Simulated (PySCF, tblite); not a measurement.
# C5H9N2Si radical: geometry, infrared bands and EPR parameters

Wanted: the infrared bands and EPR parameters of C5H9N2Si radical (`C[CH][SiH2]n1ccnc1`), by calculation.

Computed with tblite 0.8.0 and PySCF 2.14.0, with density-fitted response routines of our own, on a single molecule in the gas phase. Atoms are numbered from 0 throughout.

## Step 1: The molecule as given

17 atoms, charge 0, multiplicity 2; geometry from: force field or distance geometry start.

Bonds of the start (Å): C0–C1 1.48, C1–Si2 1.81, Si2–N3 1.77, N3–C4 1.37, C4–C5 1.39, C5–N6 1.37, N6–C7 1.32, C7–N3 1.35, C0–H8 1.10, C0–H9 1.08, C0–H10 1.10, C1–H11 1.09, Si2–H12 1.47, Si2–H13 1.48, C4–H14 1.08, C5–H15 1.09, C7–H16 1.08.

## Step 2: Geometry optimisation with GFN2-xTB

Job settings and geometry (Å):

```
{"job": {"kind": "relax", "xc": "GFN2-xTB", "basis": "xTB"}, "charge": 0, "multiplicity": 2}
C      2.281600     0.987700     0.006600
C      1.830800    -0.193900     0.773700
Si     0.538400    -1.321600     0.199400
N     -0.916100    -0.452100    -0.300800
C     -1.717400     0.302200     0.513700
C     -2.708500     0.761800    -0.340500
N     -2.510800     0.296700    -1.617900
C     -1.415600    -0.438200    -1.551100
H      1.842100     1.896200     0.435000
H      3.358400     1.082200     0.062000
H      1.990000     0.933100    -1.050900
H      2.231300    -0.379600     1.775200
H      1.050800    -2.106500    -0.936700
H      0.204800    -2.268500     1.286600
H     -1.543400     0.471400     1.564100
H     -3.543500     1.405700    -0.083400
H     -0.980000    -0.964500    -2.392100
```

The run is started by

```bash
OMP_NUM_THREADS=1 python probes_run.py task.json out
```

This one command runs all jobs of the session in turn.

**Question.** This job is followed by: GFN2-xTB harmonic vibrations, gas phase; UKS B3LYP, pcH-1 on C H N Si, non-relativistic, mean-field spin-orbit, GIAO. Predict these results of the whole session: strongest single infrared mode (GFN2-xTB); zero-point energy (GFN2-xTB); g(iso) (B3LYP); ⟨S²⟩; largest a(iso) (averaged by class); potential on the surface of density 0.002 e/bohr³, 1st and 99th percentile.

**Answer**, as computed:

| quantity | value |
| --- | --- |
| strongest single infrared mode (GFN2-xTB) | 2204 cm⁻¹, 347 km/mol |
| zero-point energy (GFN2-xTB) | 79.6 kcal/mol |
| g(iso) (B3LYP) | 2.00267 |
| ⟨S²⟩ | 0.754 (exact 0.75) |
| largest a(iso) (averaged by class) | 1H on H8, H9, H10, 82.2 MHz |
| potential on the surface of density 0.002 e/bohr³, 1st and 99th percentile | -2.12 V and 1.35 V |

Over 118 steps the energy fell by 0.242 eV; of the close pairs, C1–Si2 changed most, 1.809 to 1.847 Å. No mode is imaginary among the 45: a minimum at this level. The strongest single mode, at 2204 cm⁻¹, moves mainly H12 and H13. GFN2-xTB is a fitted tight-binding method: band positions and strengths are rough. Its intensities can rank the bands wrongly. C1 carries the largest spin population, 0.99 e. The isotropic g lies 0.4 ppt above the free-electron value. These values are for one conformer; the search (at its own cheap level) found 2 more, at 0.03, 0.31 kcal/mol (those within 0.05 may be mirror or relabelled copies), and measured spectra average over such forms.
